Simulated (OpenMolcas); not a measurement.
# A workflow on Si

Aim: a series of 9 runs (ROHF/def2-SVP, CASSCF(4,4)/def2-SVP, CASPT2(4,4)/def2-SVP, CASPT2[IPEA 0](4,4)/def2-SVP, SC-NEVPT2(4,4)/def2-SVP, PC-NEVPT2(4,4)/def2-SVP, MC-PDFT[tPBE](4,4)/def2-SVP, MC-PDFT[ftPBE](4,4)/def2-SVP, and more) of Si. 

Program for the calculation: OpenMolcas 26.06.

70 further runs of the same task are left out: 70 set aside as unsound or not needed.

### Step 1. A single-point energy at ROHF/def2-SVP (run 1)

step1.inp reads:

```
&GATEWAY
 BASLIB=$CurrDir
 COORD
 1
 angstrom
 Si       0.000000       0.000000       0.000000
 BASIS=def2-SVP
 GROUP=NoSym

&SEWARD

&SCF
 UHF
 SPIN=3
 PRORBITALS=1 2

&RASSCF
 FILEORB=$Project.UnaOrb
 SPIN=3
 NACTEL=2 0 0
 INACTIVE=6
 RAS2=2
 OUTORBITALS=Canonical
 ORBLISTING=Few
```

The basis set def2-SVP is read from a file made from the Basis Set Exchange's data (not shown).

Launch:

```sh
export MOLCAS_MEM=1860
pymolcas step1.inp > step1.log
```

The log of the run:

```text
--- Start Module: gateway ---
[...]
--- Stop Module: gateway /rc=_RC_ALL_IS_WELL_ ---
[...]
      Basis functions           18
[...]
--- Start Module: scf ---
[...]
       Convergence after  19 Iterations
[...]
::    Total SCF energy                               -288.7531284762
[...]
      Total spin, S                                     1.0029663277
[...]
--- Stop Module: scf /rc=_RC_ALL_IS_WELL_ ---
--- Start Module: rasscf ---
[...]
      Number of active orbitals                  2
[...]
      Spin quantum number                      1.0
[...]
      Active orbitals                            2
[...]
      Number of CSFs                             1
[...]
      Number of root(s) required                 1
[...]
      Convergence after  7 iterations
[...]
      printout of CI-coefficients larger than  0.05 for root  1
      energy=    -288.749819
      conf/sym  11     Coeff  Weight
             1  uu   1.00000 1.00000
      Natural orbitals and occupation numbers for root  1
      sym 1:   1.000000   1.000000
      ************************************************************************************************************************
      *                                                    Final results                                                     *
[...]
::    RASSCF root number  1 Total energy:   -288.74981915
[...]
      Total electronic charge=   14.000000
      Total            charge=   -0.000000
[...]
      Dipole Moment (debye):
      Origin of the operator (angstrom)=    0.0000    0.0000    0.0000
                   X=  4.3230E-16               Y=  7.4237E-16               Z=  4.7805E-16           Total=  9.8312E-16
      Quadrupole Moment (debye*angstrom):
[...]
--- Stop Module: rasscf /rc=_RC_ALL_IS_WELL_ ---
[...]
```

It took 2.8 s on 1 thread of Intel Xeon at 2.60GHz (Ice Lake), shared host; peak memory 0.37 GiB.

### Step 2. The Si atom: the energy at CASSCF(4,4)/def2-SVP (run 2)

step2.inp reads:

```
&GATEWAY
 BASLIB = $CurrDir
 COORD
 1
 angstrom
 Si       0.000000       0.000000       0.000000
 BASIS = def2-SVP
 GROUP = NoSym

&SEWARD

&RASSCF
 FILEORB = $CurrDir/step1.RasOrb
 SPIN = 3
 NACTEL = 4 0 0
 INACTIVE = 5
 RAS2 = 4
 ORBLISTING = Few
```

The basis set def2-SVP is read from a file made from the Basis Set Exchange's data (not shown).

Run the same way, it converges to -288.76293 Eh (log not shown).

Runs 3 to 5 aren't shown in full; the table further down has their settings and results.

### Step 3. The Si atom: the energy at PC-NEVPT2(4,4)/def2-SVP (run 6)

step6.inp reads:

```
* Si NEVPT2
>>> EXPORT MOLCAS_PRINT=2

&GATEWAY
  BasLib=$CurrDir
  Coord
  1
  angstrom
  Si       0.000000       0.000000       0.000000
  Basis=def2-SVP
  Group=NoSym

&SEWARD

&RASSCF
  FileOrb=$CurrDir/step2.RasOrb
  Spin=3
  Nactel=4 0 0
  Inactive=5
  Ras2=4
  OrbListing=Few

&CASPT2
  PC-NEVPT2
  Frozen=5
```

The basis set def2-SVP is read from a file made from the Basis Set Exchange's data (not shown).

Launch:

```sh
export MOLCAS_MEM=1860
pymolcas step6.inp > step6.log
```

The log of the run:

```text
--- Start Module: gateway ---
[...]
--- Stop Module: gateway /rc=_RC_ALL_IS_WELL_ ---
[...]
      Basis functions           18
[...]
--- Start Module: rasscf ---
[...]
      Number of active orbitals                  4
[...]
      Spin quantum number                      1.0
[...]
      Active orbitals                            4
[...]
      Number of CSFs                            15
[...]
      Number of root(s) required                 1
[...]
      Convergence after  4 iterations
[...]
      printout of CI-coefficients larger than  0.05 for root  1
      energy=    -288.762931
      conf/sym  1111     Coeff  Weight
             1  2uu0  -0.99000 0.98010
            15  0uu2   0.14108 0.01990
      Natural orbitals and occupation numbers for root  1
      sym 1:   1.960194   1.000000   1.000000   0.039806
      ************************************************************************************************************************
      *                                                    Final results                                                     *
[...]
::    RASSCF root number  1 Total energy:   -288.76293124
[...]
      Total electronic charge=   14.000000
      Total            charge=   -0.000000
[...]
      Dipole Moment (debye):
      Origin of the operator (angstrom)=    0.0000    0.0000    0.0000
                   X=  4.3370E-16               Y=  7.5099E-16               Z=  4.5000E-16           Total=  9.7703E-16
      Quadrupole Moment (debye*angstrom):
[...]
--- Stop Module: rasscf /rc=_RC_ALL_IS_WELL_ ---
--- Start Module: caspt2 ---
[...]
 ###    WARNING: User changed nr of frozen orbitals.                         ###
 ###############################################################################
[...]
      E2 (Variational):          -0.0394407199
[...]
      E2 (Variational):          -0.0393227811
      Total energy:            -288.8022540168
[...]
      Reference weight:           0.97431
[...]
::    PC-NEVPT2 Root  1     Total energy:   -288.80237196
[...]
--- Stop Module: caspt2 /rc=_RC_ALL_IS_WELL_ ---
[...]
```

Run time: 1.9 s. Hardware: 1 thread of Intel Xeon at 2.60GHz (Ice Lake), shared host; peak memory 0.37 GiB.

Runs 7 to 8 aren't shown in full; the table further down has their settings and results.

### Step 4. The Si atom: the energy at MRCI(4,4)/def2-SVP (run 9)

step9.inp reads:

```
* Si MRCI
&GATEWAY
BasLib=$CurrDir
Coord
1
angstrom
Si       0.000000       0.000000       0.000000
Basis=def2-SVP
Group=NoSym
&SEWARD
&RASSCF
FileOrb=$CurrDir/step2.RasOrb
Spin=3
Nactel=4 0 0
Inactive=5
Ras2=4
OrbListing=Few
&MOTRA
LumOrb
Frozen=5
&GUGA
Electrons=4
Spin=3
Inactive=0
Active=4
CIAll=1
&MRCI
SDCI
```

The basis set def2-SVP is read from a file made from the Basis Set Exchange's data (not shown).

Run the same way, it converges to -288.81516 Eh (log not shown).

### Step 5. Overview of the runs

| run | level | active rule | inactive | energy (Eh) | dipole moment (D) of the reference | wall time |
| --- | --- | --- | --- | --- | --- | --- |
| 1 | ROHF/def2-SVP | – | – | -288.749819 | 0.00 | 2.8 s |
| 2 | CASSCF(4,4)/def2-SVP | full valence | 5 | -288.762931 | 0.00 | 1.9 s |
| 3 | CASPT2(4,4)/def2-SVP | full valence | 5 | -288.799603 | 0.00 | 2.2 s |
| 4 | CASPT2[IPEA 0](4,4)/def2-SVP | full valence | 5 | -288.806299 | 0.00 | 2 s |
| 5 | SC-NEVPT2(4,4)/def2-SVP | full valence | 5 | -288.802254 | 0.00 | 2.3 s |
| 6 | PC-NEVPT2(4,4)/def2-SVP | full valence | 5 | -288.802372 | 0.00 | 1.9 s |
| 7 | MC-PDFT[tPBE](4,4)/def2-SVP | full valence | 5 | -289.118385 | 0.00 | 2.2 s |
| 8 | MC-PDFT[ftPBE](4,4)/def2-SVP | full valence | 5 | -289.183402 | 0.00 | 2.4 s |
| 9 | MRCI(4,4)/def2-SVP | full valence | 5 | -288.815157 | 0.00 | 2 s |

### Step 6. Outcome

| quantity | value |
| --- | --- |
| Si atom, run 9: total energy | -288.81516 Eh |
| Si atom, run 9: dipole moment (CASSCF density) | 0.00 D |

In words: Below the ROHF energy at the same shape and in the same basis (def2-SVP): CASSCF(4,4) -13.1 mEh; CASPT2(4,4) -49.8 mEh; CASPT2[IPEA 0](4,4) -56.5 mEh; SC-NEVPT2(4,4) -52.4 mEh; PC-NEVPT2(4,4) -52.6 mEh; MRCI(4,4) -65.3 mEh. Active-space methods hold only the correlation inside their space unless a perturbation or CI step follows. All runs together took 20 s, the longest 2.8 s.
